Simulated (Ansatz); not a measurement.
Turn this script for Ansatz 0.2.0 through its Python package into the input file that the command-line program reads.

The script, `deck.py`:
```python
# -*- coding: utf-8 -*-
'''ClH6NOSi2 through the session interface.'''

import ansatz

deck = {
    'crystal': {
        'periodic': [False, False, False],
        'atoms': [
            {'symbol': 'O', 'position_ang': [-1.8931, 1.2874, -0.6509]},
            {'symbol': 'Si', 'position_ang': [-0.619, 0.8899, 0.2133]},
            {'symbol': 'Cl', 'position_ang': [0.5427, 2.544, 0.1837]},
            {'symbol': 'N', 'position_ang': [0.0884, -0.3636, -0.6918]},
            {'symbol': 'Si', 'position_ang': [1.1203, -1.2551, 0.2294]},
            {'symbol': 'H', 'position_ang': [-1.7265, 1.8553, -1.4616]},
            {'symbol': 'H', 'position_ang': [-0.9877, 0.509, 1.5863]},
            {'symbol': 'H', 'position_ang': [-0.714, -0.9702, -0.9464]},
            {'symbol': 'H', 'position_ang': [1.6236, -2.3288, -0.5633]},
            {'symbol': 'H', 'position_ang': [2.24, -0.3831, 0.7044]},
            {'symbol': 'H', 'position_ang': [0.3905, -1.8418, 1.4176]},
        ],
    },
    'basis': {'gaussian': {'orbitals': 'def2-SVP'}},
    'correlation': {'method': 'mp2'},
}
session = ansatz.Session.from_dict(deck)
report = session.plan(threads=1).execute().report

print(f'E = {report["free_energy_ev"]:.6f} eV = {report["free_energy_ev"] / 27.211386246:.7f} Ha')
print('converged:', report['converged'], ' doubts:', report['published_state_doubts'] or 'none')
symbols = ['O', 'Si', 'Cl', 'N', 'Si', 'H', 'H', 'H', 'H', 'H', 'H']
parts = report['correlation']
for name in ('random_phase', 'coupled_cluster', 'perturbative'):
    if name in parts:
        print(f'{name:16s} {parts[name]["energy"]["hartree"]:12.7f} Ha')
if 'second_order' in parts:
    pair = parts['second_order']
    print(f'MP2 same spin {pair["same_spin"]["hartree"]:.7f} Ha, opposite spin {pair["opposite_spin"]["hartree"]:.7f} Ha')
state = report['mean_field']['state']
print(f'mean field: {state["energy"]["hartree"]:.7f} Ha, <S^2> = {abs(state["spin_squared"]):.4f}, stability: {state.get("stability", {}).get("kind")}')
```

```console
$ python deck.py
E = -31852.106162 eV = -1170.5433113 Ha
converged: True  doubts: none
MP2 same spin -0.1654956 Ha, opposite spin -0.5186836 Ha
mean field: -1169.8591321 Ha, <S^2> = 0.0000, stability: minimum
```

`input.yaml`:
```yaml
crystal:
  periodic: [false, false, false]
  atoms:
    - { symbol: O, position_ang: [-1.8931, 1.2874, -0.6509] }
    - { symbol: Si, position_ang: [-0.619, 0.8899, 0.2133] }
    - { symbol: Cl, position_ang: [0.5427, 2.544, 0.1837] }
    - { symbol: "N", position_ang: [0.0884, -0.3636, -0.6918] }
    - { symbol: Si, position_ang: [1.1203, -1.2551, 0.2294] }
    - { symbol: H, position_ang: [-1.7265, 1.8553, -1.4616] }
    - { symbol: H, position_ang: [-0.9877, 0.509, 1.5863] }
    - { symbol: H, position_ang: [-0.714, -0.9702, -0.9464] }
    - { symbol: H, position_ang: [1.6236, -2.3288, -0.5633] }
    - { symbol: H, position_ang: [2.24, -0.3831, 0.7044] }
    - { symbol: H, position_ang: [0.3905, -1.8418, 1.4176] }
basis:
  gaussian: { orbitals: def2-SVP }
correlation:
  method: mp2
```

The program run on that file:
```console
$ ansatz run input.yaml --threads 1 --pin off --max-ram 4096MiB --backend cpu --events-out ev --progress --plain --runs-dir out
Engine: ansatz 0.2.0, x86_64-unknown-linux-gnu
Functional definition: HF
  exchange = exact_x
  correlation = 0
1070 factors; integrals over basis functions are off by at most 1.1e-3 eV
mean field evaluation 1: about -31829.5694 eV, gradient 4.2e1 eV
mean field evaluation 2: about -31829.5720 eV, gradient 4.2e1 eV
mean field evaluation 4: about -31833.4516 eV, gradient 3.1e0 eV
mean field evaluation 8: about -31833.4887 eV, gradient 1.3e-4 eV
mean field -31833.48869819 eV, -1169.8591321447 hartree, gradient 1.6e-6 eV, S^2 0.000000; 0 other end points of the search recorded, 0 dependent functions left out
17 core orbitals not correlated: weight in the atoms' cores, before any rotation towards them, 1.000 or more for the frozen orbitals, at most 0.000 for the correlated occupied ones
reference -31833.48869819 eV, -1169.8591321447 hartree; 16, 16 occupied and 79, 79 virtual orbitals, 1070 factors
second order -18.61746352 eV of doubles, -0.00000000 eV of singles
Total energy: -31852.10616171 eV, -1170.5433113097 hartree
```

What to keep in mind:
- Total energies depend on the basis set; only differences at equal settings carry meaning.
- The geometry is a force-field or estimated start, not a minimum of this method, and the basis set is short of its limit.
- Wall time of the script: 4.2 s on 1 thread of Intel(R) Xeon(R) Platinum 8259CL CPU @ 2.50GHz (Skylake/Cascade Lake) (shared host), peak memory 0.27 GiB.

(Lines on the test bed's own set-up are left out of the output.)
